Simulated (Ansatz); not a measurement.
# H₂Br (doublet): the correlation ladder at distance H1–H2 along a hydrogen transfer = 0.880 Å, 6-31G

Aim: climb from Hartree-Fock through coupled cluster and multireference methods for H₂Br (doublet) at one geometry and basis, and see what each rung misses.

Method: 6-31G, core rule «outside noble gas», up to 14 orbitals frozen; program: Ansatz 0.2.0, Gaussian basis.

Plan: UHF; CCSD(T) on ROHF; CCSD(T) on UHF; BCCD(T) on ROHF; CISD; CCSDT(Q) on ROHF; CCSDT(Q) on UHF; CASSCF and MRCISD+Q, 3 electrons in 3 orbitals; CASSCF and NEVPT2, 3 electrons in 3 orbitals; CASSCF and MRCISD+Q, 9 electrons in 6 orbitals; CASSCF and NEVPT2, 9 electrons in 6 orbitals; Full CI.

7 further runs of the same task are left out: 6 that didn't finish, 1 set aside as unsound or not needed.

## 1. What is computed

The geometry derives from fragments relaxed apart (PBE0/def2-TZVP) and kept rigid, so it is no stationary point. A hydrogen atom is moved between rigid fragments. No spin-orbit coupling is included. The filled d shell of Br may be among the frozen orbitals whatever the setting's name suggests; the logs give the count.

3 atoms, charge 0, spin multiplicity 2.

Atoms are counted from 1 here; the program's logs count them from 0.

Bond lengths: H2–Br3 1.711 Å.

## 2. UHF

Contents of in.yaml:

```yaml
crystal:
  periodic: [false, false, false]
  atoms:
    - {symbol: H, position_ang: [0.000000, 0.000000, -1.157000]}
    - {symbol: H, position_ang: [0.000000, 0.000000, -0.277000]}
    - {symbol: Br, position_ang: [0.000000, 0.000000, 1.434000]}
basis:
  gaussian: {orbitals: 6-31G}
magnetization: {spin_polarized: true, initial_magnetization: 1}
hamiltonian: {xc: hf}
output: {orbitals: {seedname: orbitals}}
```

The run is started by

```bash
$ ansatz run in.yaml --threads 1 --pin off --events-out ev --progress --plain --max-ram 2393MiB
```

After this run come: CCSD(T) on ROHF; CCSD(T) on UHF; BCCD(T) on ROHF; CISD; CCSDT(Q) on ROHF; CCSDT(Q) on UHF; CASSCF and MRCISD+Q, 3 electrons in 3 orbitals; CASSCF and NEVPT2, 3 electrons in 3 orbitals; CASSCF and MRCISD+Q, 9 electrons in 6 orbitals; CASSCF and NEVPT2, 9 electrons in 6 orbitals; Full CI.

**Question.** What will the summary of the whole plan be? Wanted: FCI below the RHF energy; RMP2 from FCI; UMP2 from FCI; RCCSD from FCI; RCCSD(T) from FCI; UCCSD(T) from FCI; RCCSDT(Q) from FCI; UCCSDT(Q) from FCI; NEVPT2 pair from FCI.

**Answer**, as computed:

```
                         quantity                                                                                                                                          value
         FCI below the RHF energy                                                                                                                                     -1.8813 eV
                    RMP2 from FCI                                                                                                                                   +42.0 kJ/mol
                    UMP2 from FCI                                                                                                                                   +39.7 kJ/mol
                   RCCSD from FCI                                                                                                                                    +2.0 kJ/mol
                RCCSD(T) from FCI                                                                                                                                    +0.4 kJ/mol
                UCCSD(T) from FCI                                                                                                                                    +0.3 kJ/mol
               RCCSDT(Q) from FCI                                                                                                                                     0.0 kJ/mol
               UCCSDT(Q) from FCI                                                                                                                                     0.0 kJ/mol
             NEVPT2 pair from FCI                                                                                                                                   +19.9 kJ/mol
           MRCISD+Q pair from FCI                                                                                                                                    +1.5 kJ/mol
          NEVPT2 valence from FCI                                                                                                                                   +28.2 kJ/mol
levels within 1 kcal/mol (43 meV)  RCCSD, UCCSD, RCCSD(T), UCCSD(T), BCCD(T), RCCSDT, UCCSDT, RCCSDT(Q), UCCSDT(Q), MRCISD pair, MRCISD+Q pair, MRCISD valence, MRCISD+Q valence
                    T1 diagnostic                                                                                                                                          0.023
   effectively unpaired electrons                                                                                                                                           1.01
```

What this shows: RCCSD(T) misses by +0.4 kJ/mol, 0.2 % of the correlation energy. One determinant dominates. Of the multireference levels listed MRCISD+Q valence comes nearest in total energy (+1.5 kJ/mol), which doesn't show that its space is the better one. These misses are within one basis, not against nature; the frozen cores of restricted and unrestricted runs differ, which can shift their rows.
